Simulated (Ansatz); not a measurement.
**C6H12O3 (propylene glycol methyl ether acetate (PGMEA)): a chain of runs**

Aim: a series of 116 runs (r2SCAN/def2-SVP, U-r2SCAN/def2-SVP, PBE/def2-SVP, UPBE/def2-SVP, B3LYP/def2-SVP, UB3LYP/def2-SVP, HF/def2-SVP, UHF/def2-SVP, and more) of C6H12O3 and its partners. 

The results are computed with Ansatz 0.2.0.

## Step 1: The system as given

The species is C6H12O3 (21 atoms), meant as a singlet with charge 0. As SMILES, `COCC(C)OC(C)=O`. Geometry: relaxed at PBE0-D4/def2-TZVP. This is one conformer, not always the lowest. The run starts from this shape.

Some bond lengths: C1–O2 1.400 Å, O2–C3 1.399 Å, C3–C4 1.514 Å, C4–C5 1.509 Å, C4–O6 1.437 Å, O6–C7 1.342 Å, C7–C8 1.498 Å, C7–O9 1.201 Å, C1–H10 1.099 Å, C1–H11 1.090 Å, C1–H12 1.099 Å, C3–H13 1.100 Å, C3–H14 1.102 Å, C4–H15 1.092 Å, C5–H16 1.093 Å, C5–H17 1.090 Å. Some angles: C1–O2–C3 112.5°, O2–C3–C4 108.2°, C3–C4–C5 113.2°, C3–C4–O6 104.7°, C5–C4–O6 110.5°, C4–O6–C7 117.0°, O6–C7–C8 110.8°, O6–C7–O9 124.0°, C8–C7–O9 125.3°, O2–C1–H10 111.5°.

## Step 2: A structure relaxation at r2SCAN/def2-SVP (run 1)

Input file run.yaml:

```yaml
crystal:
  periodic: [false, false, false]
  atoms:
    - {symbol: C, position_ang: [-1.731170, -2.453470, 1.833700]}
    - {symbol: O, position_ang: [-1.292600, -1.858810, 0.644060]}
    - {symbol: C, position_ang: [-0.538080, -0.702370, 0.870560]}
    - {symbol: C, position_ang: [-0.112060, -0.144300, -0.471040]}
    - {symbol: C, position_ang: [0.788760, -1.076400, -1.244270]}
    - {symbol: O, position_ang: [0.576860, 1.076600, -0.156840]}
    - {symbol: C, position_ang: [0.576270, 2.034290, -1.096230]}
    - {symbol: C, position_ang: [1.355220, 3.228900, -0.637360]}
    - {symbol: O, position_ang: [0.025320, 1.932110, -2.158440]}
    - {symbol: H, position_ang: [-2.373140, -1.773390, 2.410520]}
    - {symbol: H, position_ang: [-2.305490, -3.340330, 1.566020]}
    - {symbol: H, position_ang: [-0.885950, -2.753300, 2.468620]}
    - {symbol: H, position_ang: [-1.128830, 0.053340, 1.409380]}
    - {symbol: H, position_ang: [0.351420, -0.927220, 1.480500]}
    - {symbol: H, position_ang: [-0.997260, 0.099130, -1.062890]}
    - {symbol: H, position_ang: [1.705990, -1.271800, -0.682690]}
    - {symbol: H, position_ang: [1.046680, -0.644460, -2.211580]}
    - {symbol: H, position_ang: [0.274880, -2.024110, -1.409690]}
    - {symbol: H, position_ang: [0.987950, 3.569860, 0.331850]}
    - {symbol: H, position_ang: [1.271230, 4.023090, -1.374780]}
    - {symbol: H, position_ang: [2.404030, 2.952640, -0.509400]}
basis:
  gaussian: {orbitals: def2-SVP}
hamiltonian: {xc: {name: r2SCAN}}
relax: {}
```

Launch:

```console
$ ansatz run run.yaml --threads 8 --pin off --max-ram 17400MiB --events-out events.jsonl --progress --plain --runs-dir runs
```

Standard output:

```text
Warning: RAYON_NUM_THREADS=8 ignored (pool sized by the plan → 8); use --threads N
[... 8 lines left out ...]
2073 factors; their error is unknown
[... 16 lines left out ...]
2073 factors; their error is unknown
[... 12 lines left out ...]
2073 factors; their error is unknown
[... 5 lines left out ...]
2073 factors; their error is unknown
[... 5 lines left out ...]
2073 factors; their error is unknown
[... 5 lines left out ...]
2073 factors; their error is unknown
[... 6 lines left out ...]
2073 factors; their error is unknown
[... 4 lines left out ...]
2073 factors; their error is unknown
[... 4 lines left out ...]
Total energy: -12542.69218102 eV, -460.9354359102 hartree
[... 21 lines left out ...]
Dipole moment:     0.143782    -0.050858     0.563428 e Å
```

It took 28 s on 8 threads of Intel Xeon Platinum 8259CL at 2.50GHz (Skylake/Cascade Lake), shared host; peak memory 0.37 GiB.

Steps, from the record of the run:

```tsv
step	energy from the first frame kept (eV)	largest force (eV/Å)
1	0.0000	0.6682
2	-0.0258	0.1698
3	-0.0284	0.0882
4	-0.0284	0.0908
5	-0.0287	0.0195
6	-0.0287	0.0235
7	-0.0288	0.0070
8	-0.0288	0.0132
9	-0.0288	0.0073
```

After the run. Some bond lengths: C1–O2 1.402 Å, O2–C3 1.402 Å, C3–C4 1.519 Å, C4–C5 1.515 Å, C4–O6 1.445 Å, O6–C7 1.352 Å, C7–C8 1.504 Å, C7–O9 1.207 Å, C1–H10 1.109 Å, C1–H11 1.099 Å, C1–H12 1.109 Å, C3–H13 1.111 Å, C3–H14 1.113 Å, C4–H15 1.103 Å, C5–H16 1.102 Å, C5–H17 1.099 Å. Some angles: C1–O2–C3 112.9°, O2–C3–C4 108.1°, C3–C4–C5 113.3°, C3–C4–O6 104.6°, C5–C4–O6 110.7°, C4–O6–C7 116.9°, O6–C7–C8 110.5°, O6–C7–O9 123.7°, C8–C7–O9 125.7°, O2–C1–H10 111.8°.

## Step 3: The doublet cation: a structure relaxation at U-r2SCAN/def2-SVP (run 2)

Input file molecule.yaml:

```yaml
crystal:
  periodic: [false, false, false]
  atoms:
    - {symbol: C, position_ang: [-1.731170, -2.453470, 1.833700]}
    - {symbol: O, position_ang: [-1.292600, -1.858810, 0.644060]}
    - {symbol: C, position_ang: [-0.538080, -0.702370, 0.870560]}
    - {symbol: C, position_ang: [-0.112060, -0.144300, -0.471040]}
    - {symbol: C, position_ang: [0.788760, -1.076400, -1.244270]}
    - {symbol: O, position_ang: [0.576860, 1.076600, -0.156840]}
    - {symbol: C, position_ang: [0.576270, 2.034290, -1.096230]}
    - {symbol: C, position_ang: [1.355220, 3.228900, -0.637360]}
    - {symbol: O, position_ang: [0.025320, 1.932110, -2.158440]}
    - {symbol: H, position_ang: [-2.373140, -1.773390, 2.410520]}
    - {symbol: H, position_ang: [-2.305490, -3.340330, 1.566020]}
    - {symbol: H, position_ang: [-0.885950, -2.753300, 2.468620]}
    - {symbol: H, position_ang: [-1.128830, 0.053340, 1.409380]}
    - {symbol: H, position_ang: [0.351420, -0.927220, 1.480500]}
    - {symbol: H, position_ang: [-0.997260, 0.099130, -1.062890]}
    - {symbol: H, position_ang: [1.705990, -1.271800, -0.682690]}
    - {symbol: H, position_ang: [1.046680, -0.644460, -2.211580]}
    - {symbol: H, position_ang: [0.274880, -2.024110, -1.409690]}
    - {symbol: H, position_ang: [0.987950, 3.569860, 0.331850]}
    - {symbol: H, position_ang: [1.271230, 4.023090, -1.374780]}
    - {symbol: H, position_ang: [2.404030, 2.952640, -0.509400]}
basis:
  gaussian:
    orbitals: def2-SVP
hamiltonian:
  xc: {name: r2SCAN}
magnetization:
  spin_polarized: true
  initial_magnetization: 1
total_charge: 1
relax: {}
```

Launch:

```console
$ ansatz run molecule.yaml --threads 8 --pin off --max-ram 17400MiB --events-out events.jsonl --progress --plain --runs-dir runs
```

Standard output:

```text
Warning: RAYON_NUM_THREADS=8 ignored (pool sized by the plan → 8); use --threads N
The last accepted step is kept in runs//last_step.txt (removed where the run ends without a failure and the disk answers)
[... 38 lines left out ...]
2073 factors; their error is unknown
[... 31 lines left out ...]
2073 factors; their error is unknown
[... 32 lines left out ...]
2073 factors; their error is unknown
[... 31 lines left out ...]
2073 factors; their error is unknown
[... 31 lines left out ...]
2073 factors; their error is unknown
[... 25 lines left out ...]
2073 factors; their error is unknown
[... 5 lines left out ...]
2073 factors; their error is unknown
[... 5 lines left out ...]
2073 factors; their error is unknown
[... 6 lines left out ...]
2073 factors; their error is unknown
[... 5 lines left out ...]
2073 factors; their error is unknown
[... 5 lines left out ...]
2073 factors; their error is unknown
[... 3 lines left out ...]
Total energy: -12533.87447761 eV, -460.6113912870 hartree
[... 21 lines left out ...]
Dipole moment:    -0.147450    -0.206187     0.733690 e Å
```

It took 3.9 min on 8 threads of Intel Xeon Platinum 8259CL at 2.50GHz (Skylake/Cascade Lake), shared host; peak memory 0.54 GiB.

Steps, from the record of the run:

```tsv
step	energy from the first frame kept (eV)	largest force (eV/Å)
1	0.0000	2.4427
3	-0.1390	0.1727
5	-0.1541	0.3092
7	-0.1638	0.2367
9	-0.1673	0.1141
11	-0.1693	0.0647
13	-0.1706	0.0768
15	-0.1712	0.0868
17	-0.1720	0.0703
19	-0.1729	0.0613
21	-0.1735	0.0690
23	-0.1741	0.0249
25	-0.1631	0.3641
27	-0.1745	0.0481
29	-0.1747	0.0269
31	-0.1749	0.0151
33	-0.1750	0.0040
```

After the run. Some bond lengths: C1–O2 1.415 Å, O2–C3 1.387 Å, C3–C4 1.520 Å, C4–C5 1.508 Å, C4–O6 1.471 Å, O6–C7 1.323 Å, C7–C8 1.490 Å, C7–O9 1.227 Å, C1–H10 1.107 Å, C1–H11 1.095 Å, C1–H12 1.105 Å, C3–H13 1.109 Å, C3–H14 1.122 Å, C4–H15 1.110 Å, C5–H16 1.102 Å, C5–H17 1.099 Å. Some angles: C1–O2–C3 117.5°, O2–C3–C4 111.3°, C3–C4–C5 114.9°, C3–C4–O6 102.5°, C5–C4–O6 110.4°, C4–O6–C7 115.6°, O6–C7–C8 115.6°, O6–C7–O9 121.1°, C8–C7–O9 123.2°, O2–C1–H10 109.6°.

Runs 3 to 30 aren't shown in full; the table further down has their settings and results.

## Step 4: C6H11O3: a single-point energy at UHF/def2-SVP (run 31)

Input file molecule.yaml:

```yaml
crystal:
  periodic: [false, false, false]
  atoms:
    - {symbol: C, position_ang: [-1.638219, -2.483705, 1.830620]}
    - {symbol: O, position_ang: [-1.208046, -1.854270, 0.652853]}
    - {symbol: C, position_ang: [-0.532730, -0.650817, 0.894491]}
    - {symbol: C, position_ang: [-0.079834, -0.091586, -0.446463]}
    - {symbol: C, position_ang: [0.834205, -0.996734, -1.184807]}
    - {symbol: O, position_ang: [0.562261, 1.169985, -0.121562]}
    - {symbol: C, position_ang: [0.629785, 2.085841, -1.112992]}
    - {symbol: C, position_ang: [1.331270, 3.328166, -0.637670]}
    - {symbol: O, position_ang: [0.189769, 1.903566, -2.222425]}
    - {symbol: H, position_ang: [-2.345611, -1.849002, 2.402147]}
    - {symbol: H, position_ang: [-2.150132, -3.413420, 1.545265]}
    - {symbol: H, position_ang: [-0.788218, -2.733967, 2.497687]}
    - {symbol: H, position_ang: [-1.187209, 0.092016, 1.397110]}
    - {symbol: H, position_ang: [0.354231, -0.807121, 1.546494]}
    - {symbol: H, position_ang: [-0.968702, 0.138662, -1.067381]}
    - {symbol: H, position_ang: [0.827885, -2.064769, -0.957424]}
    - {symbol: H, position_ang: [1.352009, -0.629803, -2.073610]}
    - {symbol: H, position_ang: [0.874574, 3.692848, 0.293904]}
    - {symbol: H, position_ang: [1.286009, 4.098015, -1.416435]}
    - {symbol: H, position_ang: [2.381853, 3.090205, -0.410113]}
basis:
  gaussian:
    orbitals: def2-SVP
magnetization:
  spin_polarized: true
  initial_magnetization: 1
hamiltonian:
  xc: hf
```

Launch:

```console
$ ansatz run molecule.yaml --threads 8 --pin off --max-ram 17400MiB --events-out events.jsonl --progress --plain --runs-dir runs
```

Standard output:

```text
Warning: RAYON_NUM_THREADS=8 ignored (pool sized by the plan → 8); use --threads N
Functional definition: HF
  name "HF"
  exchange = exact_x
  correlation = 0
1838 factors; integrals over basis functions are off by at most 1.3e-3 eV
mean field evaluation 1: about -12451.3155 eV, gradient 3.5e1 eV
mean field evaluation 2: about -12451.5628 eV, gradient 3.5e1 eV
mean field evaluation 4: about -12457.4290 eV, gradient 5.0e0 eV
mean field evaluation 8: about -12457.5996 eV, gradient 5.7e-1 eV
mean field -12457.60527503 eV, -457.8085497893 hartree, gradient 8.0e-5 eV, S^2 0.762084; 0 other end points of the search recorded, 0 dependent functions left out
reference -12457.60527503 eV, -457.8085497893 hartree; 36, 35 occupied and 145, 146 virtual orbitals, 1838 factors
Total energy: -12457.60527503 eV, -457.8085497893 hartree
```

Wall time 2.2 s (8 threads of Intel Xeon Platinum 8259CL at 2.50GHz (Skylake/Cascade Lake), shared host); peak memory 0.71 GiB.

Runs 32 to 115 aren't shown in full; the table further down has their settings and results.

## Step 5: C4H9O2: the energy at UBLYP/def2-SVP (run 116)

Input file job.yaml:

```yaml
basis:
  gaussian:
    orbitals: def2-SVP
crystal:
  periodic: [false, false, false]
  atoms:
    - {symbol: C, position_ang: [-1.737144, -2.469517, 1.820916]}
    - {symbol: O, position_ang: [-1.293023, -1.834983, 0.650977]}
    - {symbol: C, position_ang: [-0.535083, -0.681794, 0.905578]}
    - {symbol: C, position_ang: [-0.048022, -0.108362, -0.431047]}
    - {symbol: C, position_ang: [0.795701, -1.091939, -1.248344]}
    - {symbol: O, position_ang: [0.521812, 1.112488, -0.285644]}
    - {symbol: H, position_ang: [-2.390934, -1.808457, 2.425378]}
    - {symbol: H, position_ang: [-2.311623, -3.358225, 1.523429]}
    - {symbol: H, position_ang: [-0.890406, -2.790165, 2.461515]}
    - {symbol: H, position_ang: [-1.129982, 0.095054, 1.429906]}
    - {symbol: H, position_ang: [0.345803, -0.913215, 1.545519]}
    - {symbol: H, position_ang: [-0.976103, 0.105783, -1.029123]}
    - {symbol: H, position_ang: [1.733169, -1.304932, -0.710022]}
    - {symbol: H, position_ang: [1.046335, -0.657652, -2.226621]}
    - {symbol: H, position_ang: [0.249509, -2.034974, -1.388056]}
magnetization:
  spin_polarized: true
  initial_magnetization: 1
hamiltonian:
  xc: {name: BLYP}
```

Launch:

```console
$ ansatz run job.yaml --threads 8 --pin off --max-ram 17400MiB --events-out events.jsonl --progress --plain --runs-dir runs
```

Standard output:

```text
Warning: RAYON_NUM_THREADS=8 ignored (pool sized by the plan → 8); use --threads N
Functional definition: BLYP
  name "BLYP"
  parameter beta = 0.0042
  parameter a = 0.04918
  parameter b = 0.132
  parameter c = 0.2533
  parameter d = 0.349
  exchange = b88_x(beta = beta)
  correlation = lyp_c(a = a, b = b, c = c, d = d)
1440 factors; their error is unknown
mean field evaluation 1: about -8365.0150 eV, gradient 4.9e1 eV
mean field evaluation 2: about -8344.9851 eV, gradient 7.9e1 eV
mean field evaluation 4: about -8376.8486 eV, gradient 3.8e0 eV
mean field evaluation 8: about -8376.9216 eV, gradient 2.8e-1 eV
mean field evaluation 16: about -8376.8538 eV, gradient 3.3e-3 eV
mean field evaluation 32: about -8367.2961 eV, gradient 3.5e1 eV
mean field -8376.85382971 eV, -307.8437002063 hartree, gradient 6.0e-6 eV, S^2 0.752250; 4 other end points of the search recorded, 0 dependent functions left out
reference -8376.85414828 eV, -307.8437119137 hartree; 25, 24 occupied and 104, 105 virtual orbitals, 1440 factors
Total energy: -8376.85414828 eV, -307.8437119137 hartree
```

It took 2.1 s on 8 threads of Intel Xeon Platinum 8259CL at 2.50GHz (Skylake/Cascade Lake), shared host; peak memory 0.24 GiB.

## Step 6: Overview of the runs

```tsv
run	level	task	broken bond	partner	energy (Eh)	wall time
1	r2SCAN/def2-SVP	optimise	–	base	-460.935436	28 s
2	U-r2SCAN/def2-SVP	optimise	–	cation	-460.611391	3.9 min
3	U-r2SCAN/def2-SVP	optimise	–	anion	-460.877816	71 s
4	U-r2SCAN/def2-SVP	optimise	(18, 5)	fragment	-460.267705	2.5 min
5	U-r2SCAN/def2-SVP	optimise	(6, 4)	fragment	-228.123953	7.8 s
6	U-r2SCAN/def2-SVP	optimise	(6, 4)	fragment	-232.676309	37 s
7	U-r2SCAN/def2-SVP	optimise	(7, 6)	fragment	-152.978503	4.2 s
8	U-r2SCAN/def2-SVP	optimise	(7, 6)	fragment	-307.793888	50 s
9	PBE/def2-SVP	energy	–	base	-460.639144	1.2 s
10	UPBE/def2-SVP	energy	–	cation	-460.324762	5.7 s
11	UPBE/def2-SVP	energy	–	anion	-460.580851	3.3 s
12	UPBE/def2-SVP	energy	(18, 5)	fragment	-0.498629	0.08 s
13	UPBE/def2-SVP	energy	(18, 5)	fragment	-459.969374	2 s
14	UPBE/def2-SVP	energy	(6, 4)	fragment	-227.995469	0.66 s
15	UPBE/def2-SVP	energy	(6, 4)	fragment	-232.509489	0.93 s
16	UPBE/def2-SVP	energy	(7, 6)	fragment	-152.884291	0.28 s
17	UPBE/def2-SVP	energy	(7, 6)	fragment	-307.590664	2.2 s
18	B3LYP/def2-SVP	energy	–	base	-461.198228	1.8 s
19	UB3LYP/def2-SVP	energy	–	cation	-460.860430	5.1 s
20	UB3LYP/def2-SVP	energy	–	anion	-461.138890	4.2 s
21	UB3LYP/def2-SVP	energy	(18, 5)	fragment	-0.501259	0.08 s
22	UB3LYP/def2-SVP	energy	(18, 5)	fragment	-460.523946	3 s
23	UB3LYP/def2-SVP	energy	(6, 4)	fragment	-228.240195	0.78 s
24	UB3LYP/def2-SVP	energy	(6, 4)	fragment	-232.820183	1.2 s
25	UB3LYP/def2-SVP	energy	(7, 6)	fragment	-153.067399	0.4 s
26	UB3LYP/def2-SVP	energy	(7, 6)	fragment	-307.973183	3.6 s
27	HF/def2-SVP	energy	–	base	-458.443477	0.8 s
28	UHF/def2-SVP	energy	–	cation	-458.117073	8.4 s
29	UHF/def2-SVP	energy	–	anion	-458.354895	2.2 s
30	UHF/def2-SVP	energy	(18, 5)	fragment	-0.499278	0.04 s
31	UHF/def2-SVP	energy	(18, 5)	fragment	-457.808550	2.2 s
32	UHF/def2-SVP	energy	(6, 4)	fragment	-226.986508	2.1 s
33	UHF/def2-SVP	energy	(6, 4)	fragment	-231.340715	0.6 s
34	UHF/def2-SVP	energy	(7, 6)	fragment	-152.180324	0.26 s
35	UHF/def2-SVP	energy	(7, 6)	fragment	-306.142408	2.8 s
36	MP2/def2-SVP	energy	–	base	-459.825846	1.8 s
37	UMP2/def2-SVP	energy	–	cation	-459.443924	8.1 s
38	UMP2/def2-SVP	energy	–	anion	-459.745554	2.9 s
39	UHF/def2-SVP	energy	(18, 5)	fragment	-0.499278	0.04 s
40	UMP2/def2-SVP	energy	(18, 5)	fragment	-459.155117	3.3 s
41	UMP2/def2-SVP	energy	(6, 4)	fragment	-227.547190	1.6 s
42	UMP2/def2-SVP	energy	(6, 4)	fragment	-232.068779	0.7 s
43	UMP2/def2-SVP	energy	(7, 6)	fragment	-152.614219	0.26 s
44	UMP2/def2-SVP	energy	(7, 6)	fragment	-307.032596	3.6 s
45	wB97M-V/def2-SVP	energy	–	base	-460.997438	5.4 s
46	U-wB97M-V/def2-SVP	energy	–	cation	-460.634348	29 s
47	U-wB97M-V/def2-SVP	energy	–	anion	-460.929917	9.6 s
48	U-wB97M-V/def2-SVP	energy	(18, 5)	fragment	-0.491712	0.12 s
49	U-wB97M-V/def2-SVP	energy	(18, 5)	fragment	-460.326981	8.7 s
50	U-wB97M-V/def2-SVP	energy	(6, 4)	fragment	-228.149254	2.9 s
51	U-wB97M-V/def2-SVP	energy	(6, 4)	fragment	-232.686509	3.3 s
52	U-wB97M-V/def2-SVP	energy	(7, 6)	fragment	-152.998388	1 s
53	U-wB97M-V/def2-SVP	energy	(7, 6)	fragment	-307.824699	12 s
54	r2SCAN/def2-SVP	energy	–	base	-460.935435	2.1 s
55	U-r2SCAN/def2-SVP	energy	–	cation	-460.611391	8.7 s
56	U-r2SCAN/def2-SVP	energy	–	anion	-460.877814	4.5 s
57	U-r2SCAN/def2-SVP	energy	(18, 5)	fragment	-0.499209	0.28 s
58	U-r2SCAN/def2-SVP	energy	(18, 5)	fragment	-460.267705	3.6 s
59	U-r2SCAN/def2-SVP	energy	(6, 4)	fragment	-228.123952	1.1 s
60	U-r2SCAN/def2-SVP	energy	(6, 4)	fragment	-232.676310	1.5 s
61	U-r2SCAN/def2-SVP	energy	(7, 6)	fragment	-152.978503	0.74 s
62	U-r2SCAN/def2-SVP	energy	(7, 6)	fragment	-307.793888	5.4 s
63	PBE0-D4/def2-SVP	energy	–	base	-460.689381	1.6 s
64	UPBE0-D4/def2-SVP	energy	–	cation	-460.347104	4.8 s
65	UPBE0-D4/def2-SVP	energy	–	anion	-460.628934	3.6 s
66	UPBE0-D4/def2-SVP	energy	(18, 5)	fragment	-0.500291	0.06 s
67	UPBE0-D4/def2-SVP	energy	(18, 5)	fragment	-460.017331	3.3 s
68	UPBE0-D4/def2-SVP	energy	(6, 4)	fragment	-227.990573	0.93 s
69	UPBE0-D4/def2-SVP	energy	(6, 4)	fragment	-232.550045	1.2 s
70	UPBE0-D4/def2-SVP	energy	(7, 6)	fragment	-152.891650	0.42 s
71	UPBE0-D4/def2-SVP	energy	(7, 6)	fragment	-307.628981	4.2 s
72	SVWN5/def2-SVP	energy	–	base	-457.402174	0.84 s
73	USVWN5/def2-SVP	energy	–	cation	-457.083308	3.3 s
74	USVWN5/def2-SVP	energy	–	anion	-457.343070	2.6 s
75	USVWN5/def2-SVP	energy	(18, 5)	fragment	-0.477468	0.06 s
76	USVWN5/def2-SVP	energy	(18, 5)	fragment	-456.733389	1.3 s
77	USVWN5/def2-SVP	energy	(6, 4)	fragment	-226.458897	0.4 s
78	USVWN5/def2-SVP	energy	(6, 4)	fragment	-230.776248	0.56 s
79	USVWN5/def2-SVP	energy	(7, 6)	fragment	-151.794144	0.2 s
80	USVWN5/def2-SVP	energy	(7, 6)	fragment	-305.408616	1.2 s
81	B2PLYP/def2-SVP	energy	–	base	-460.722283	3.3 s
82	UB2PLYP/def2-SVP	energy	–	cation	-460.362935	13 s
83	UB2PLYP/def2-SVP	energy	–	anion	-460.653601	4.8 s
84	UB2PLYP/def2-SVP	energy	(18, 5)	fragment	-0.497926	0.08 s
85	UB2PLYP/def2-SVP	energy	(18, 5)	fragment	-460.051376	4.5 s
86	UB2PLYP/def2-SVP	energy	(6, 4)	fragment	-228.019686	2.2 s
87	UB2PLYP/def2-SVP	energy	(6, 4)	fragment	-232.553717	1.5 s
88	UB2PLYP/def2-SVP	energy	(7, 6)	fragment	-152.912685	0.48 s
89	UB2PLYP/def2-SVP	energy	(7, 6)	fragment	-307.645596	4.2 s
90	RPA@PBE/def2-SVP	energy	–	base	-460.562486	2.7 s
91	RPA@PBE/def2-SVP	energy	–	cation	-460.232109	11 s
92	RPA@PBE/def2-SVP	energy	–	anion	-460.493330	7.8 s
93	RPA@PBE/def2-SVP	energy	(18, 5)	fragment	-0.512310	0.08 s
94	RPA@PBE/def2-SVP	energy	(18, 5)	fragment	-459.876167	4.2 s
95	RPA@PBE/def2-SVP	energy	(6, 4)	fragment	-227.910082	0.94 s
96	RPA@PBE/def2-SVP	energy	(6, 4)	fragment	-232.513379	1.3 s
97	RPA@PBE/def2-SVP	energy	(7, 6)	fragment	-152.848251	0.4 s
98	RPA@PBE/def2-SVP	energy	(7, 6)	fragment	-307.555699	4.8 s
99	CAM-B3LYP/def2-SVP	energy	–	base	-460.984901	1.9 s
100	UCAM-B3LYP/def2-SVP	energy	–	cation	-460.628097	8.4 s
101	UCAM-B3LYP/def2-SVP	energy	–	anion	-460.922918	3.9 s
102	UCAM-B3LYP/def2-SVP	energy	(18, 5)	fragment	-0.497895	0.1 s
103	UCAM-B3LYP/def2-SVP	energy	(18, 5)	fragment	-460.312661	3.9 s
104	UCAM-B3LYP/def2-SVP	energy	(6, 4)	fragment	-228.141134	1.4 s
105	UCAM-B3LYP/def2-SVP	energy	(6, 4)	fragment	-232.693424	1.3 s
106	UCAM-B3LYP/def2-SVP	energy	(7, 6)	fragment	-152.993547	0.48 s
107	UCAM-B3LYP/def2-SVP	energy	(7, 6)	fragment	-307.826091	4.5 s
108	BLYP/def2-SVP	energy	–	base	-461.015752	1.3 s
109	UBLYP/def2-SVP	energy	–	cation	-460.705669	5.7 s
110	UBLYP/def2-SVP	energy	–	anion	-460.954756	3.9 s
111	UBLYP/def2-SVP	energy	(18, 5)	fragment	-0.496404	0.08 s
112	UBLYP/def2-SVP	energy	(18, 5)	fragment	-460.349171	2.1 s
113	UBLYP/def2-SVP	energy	(6, 4)	fragment	-228.193371	0.64 s
114	UBLYP/def2-SVP	energy	(6, 4)	fragment	-232.697026	0.9 s
115	UBLYP/def2-SVP	energy	(7, 6)	fragment	-153.019570	0.3 s
116	UBLYP/def2-SVP	energy	(7, 6)	fragment	-307.843712	2.1 s
```

## Step 7: What came out

| quantity | value |
| --- | --- |
| C4H9O2, run 116: total energy | -307.84371 Eh |
| C4H9O2, run 116: ⟨S²⟩ | 0.752 |
| adiabatic electron affinity (to the doublet anion, shapes relaxed at r2SCAN/def2-SVP, no zero-point term), MP2/def2-SVP | -2.185 eV |
| adiabatic electron affinity (to the doublet anion, shapes relaxed at r2SCAN/def2-SVP, no zero-point term), wB97M-V/def2-SVP | -1.837 eV |
| dissociation energy of the H18–C5 bond into doublet H and doublet C6H11O3 (shapes relaxed at r2SCAN/def2-SVP, no zero-point term), SVWN5/def2-SVP | 5.206 eV |
| dissociation energy of the H18–C5 bond into doublet H and doublet C6H11O3 (shapes relaxed at r2SCAN/def2-SVP, no zero-point term), RPA@PBE/def2-SVP | 4.735 eV |
| dissociation energy of the C7–O6 bond into doublet C2H3O and doublet C4H9O2 (shapes relaxed at r2SCAN/def2-SVP, no zero-point term), RPA@PBE/def2-SVP | 4.314 eV |
| dissociation energy of the H18–C5 bond into doublet H and doublet C6H11O3 (shapes relaxed at r2SCAN/def2-SVP, no zero-point term), BLYP/def2-SVP | 4.631 eV |
| adiabatic ionisation energy (to the doublet cation, no zero-point term), r2SCAN/def2-SVP | 8.818 eV |
| adiabatic ionisation energy (to the doublet cation, shapes relaxed at r2SCAN/def2-SVP, no zero-point term), wB97M-V/def2-SVP | 9.880 eV |

In words: At MP2/def2-SVP: the adiabatic electron affinity (to the doublet anion, shapes relaxed at r2SCAN/def2-SVP, no zero-point term) is −2.18 eV (−211 kJ/mol). A negative value puts this state of the anion above the relaxed parent: the electron is not bound at this level, and such a value depends on the basis. At wB97M-V/def2-SVP: the adiabatic electron affinity (to the doublet anion, shapes relaxed at r2SCAN/def2-SVP, no zero-point term) is −1.84 eV (−42 kcal/mol). At SVWN5/def2-SVP: the dissociation energy of the H18–C5 bond into doublet H and doublet C6H11O3 (shapes relaxed at r2SCAN/def2-SVP, no zero-point term) is 5.21 eV (502 kJ/mol). At RPA@PBE/def2-SVP: the dissociation energy of the H18–C5 bond into doublet H and doublet C6H11O3 (shapes relaxed at r2SCAN/def2-SVP, no zero-point term) is 4.74 eV (457 kJ/mol). At RPA@PBE/def2-SVP: the dissociation energy of the C7–O6 bond into doublet C2H3O and doublet C4H9O2 (shapes relaxed at r2SCAN/def2-SVP, no zero-point term) is 4.31 eV (416 kJ/mol). Totals of different functionals can't be ranked against each other. Spin contamination of the reference: run 32 ⟨S²⟩ = 1.00, run 41 ⟨S²⟩ = 1.00. All runs together took 15 min, the longest 3.9 min.
